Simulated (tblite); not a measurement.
# C3H9BrSi3: the cost of one run

Programs: tblite 0.8.0 and PySCF 2.14.0, with density-fitted response routines of our own. Each step states its level of theory. These are calculated values for one molecule in the gas phase, unless marked as measured. Atoms are numbered from 0 throughout.

**1. The molecule as given**

16 atoms, charge 0, multiplicity 1; geometry from: force field or distance geometry start.

Bonds of the start (Å): C0–C1 1.21, C1–Si2 1.78, Si2–C3 1.86, C3–Si4 1.84, C3–Si5 1.89, Si5–Br6 2.25, C0–H7 1.07, Si2–H8 1.48, Si2–H9 1.48, C3–H10 1.12, Si4–H11 1.49, Si4–H12 1.46, Si4–H13 1.50, Si5–H14 1.46, Si5–H15 1.47.

**2. Optimising the geometry with GFN2-xTB**

Job settings and geometry (Å):

```
{"job": {"kind": "relax", "xc": "GFN2-xTB", "basis": "xTB"}, "charge": 0, "multiplicity": 1}
C      2.485200    -0.493500     2.017600
C      1.852800    -0.694800     1.008100
Si     0.962400    -1.018600    -0.499600
C     -0.343900     0.267600    -0.816800
Si    -0.170100     1.798100     0.193300
Si    -2.030500    -0.554300    -0.594800
Br    -1.852800    -2.500700     0.522900
H      3.042500    -0.288600     2.904400
H      0.386900    -2.386200    -0.553800
H      1.908100    -0.967200    -1.632100
H     -0.267200     0.544400    -1.894700
H     -1.541300     2.338100     0.418300
H      0.562300     1.655600     1.448900
H      0.486100     2.856300    -0.643300
H     -2.487100    -0.893000    -1.941300
H     -3.001000     0.345900     0.051500
```

The run is started by

```sh
$ OMP_NUM_THREADS=1 python probes_run.py task.json out
```

This one command runs all jobs of the session in turn.

Q: Estimate the wall time and peak memory of this first job on 1 thread of Arm Neoverse V1, shared host.

About 1.5 s, with a peak of 0.18 GiB.
